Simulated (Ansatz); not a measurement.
I need a ladder of methods at one geometry of CH6ClGeP, SMILES [CH3][GeH]([PH2])[Cl]. Use the Ansatz DFT code, driven from Python. Level of theory (for the species named): MP2, def2-SVP basis, multiplicity 1. The script varies method: mp2, ccsd, ccsd_t.

```
atom    x (Å)    y (Å)    z (Å)
   C  -1.0344  -0.8278   0.2439
  Ge  -0.1745   0.8900  -0.0541
   P   2.0862   0.5899  -0.1871
  Cl  -0.8989   1.7453  -1.9063
   H  -0.6617  -1.2672   1.1918
   H  -0.7974  -1.5096  -0.5984
   H  -2.1326  -0.6850   0.3077
   H  -0.5029   1.8431   1.1231
   H   2.1383  -0.2551   0.9933
   H   1.9780  -0.5237  -1.1137
```

`ch6clgep.py`:
```python
"""CH6ClGeP at several levels of theory."""

import argparse
import warnings

import ansatz as az

parser = argparse.ArgumentParser(description="CH6ClGeP at several levels of theory.")
parser.add_argument("--basis-set", default="def2-SVP", help="basis")
args = parser.parse_args()

warnings.simplefilter("ignore", az.DeckWarning)

system = (
    az.Crystal.molecule()
    .atom("C", (-1.0344, -0.8278, 0.2439))
    .atom("Ge", (-0.1745, 0.89, -0.0541))
    .atom("P", (2.0862, 0.5899, -0.1871))
    .atom("Cl", (-0.8989, 1.7453, -1.9063))
    .atom("H", (-0.6617, -1.2672, 1.1918))
    .atom("H", (-0.7974, -1.5096, -0.5984))
    .atom("H", (-2.1326, -0.685, 0.3077))
    .atom("H", (-0.5029, 1.8431, 1.1231))
    .atom("H", (2.1383, -0.2551, 0.9933))
    .atom("H", (1.978, -0.5237, -1.1137))
)

base = system.calculation().basis(gaussian=args.basis_set)

methods = ["mp2", "ccsd", "ccsd_t"]
reports = [base.correlation(m).run().report for m in methods]
print(f"Hartree-Fock reference {reports[0]['reference_energy_ev'] / 27.211386246:.6f} Ha")
best = reports[-1]["free_energy_ev"] - reports[-1]["reference_energy_ev"]
for method, each in zip(methods, reports):
    gained = each["free_energy_ev"] - each["reference_energy_ev"]
    print(f"{method:8s} total {each['free_energy_ev'] / 27.211386246:.6f} Ha  correlation {gained:9.4f} eV  ({100 * gained / best:.1f} % of the last)")
```

```console
$ python ch6clgep.py
Hartree-Fock reference -2916.475638 Ha
mp2      total -2917.106066 Ha  correlation  -17.1548 eV  (90.1 % of the last)
ccsd     total -2917.155938 Ha  correlation  -18.5119 eV  (97.3 % of the last)
ccsd_t   total -2917.175148 Ha  correlation  -19.0346 eV  (100.0 % of the last)
```

What to keep in mind:
- These settings explore the input space; basis and method may be short of convergence.
- The geometry is a force-field or estimated start, not a minimum of this method, and the basis set is short of its limit. A lower total doesn't mark the better method: functionals have no common bound, and MP2 and coupled cluster aren't variational.
- Inner cores stay frozen; a filled d shell under the valence of the heavier atoms is correlated with it.
- It ran for 46 s on 1 thread of Arm Neoverse V1, on a shared host, peak memory 0.55 GiB.

(A comment or docstring line of the script was reworded after the run, the code is as it ran; lines on the test bed's own set-up are left out of the output.)
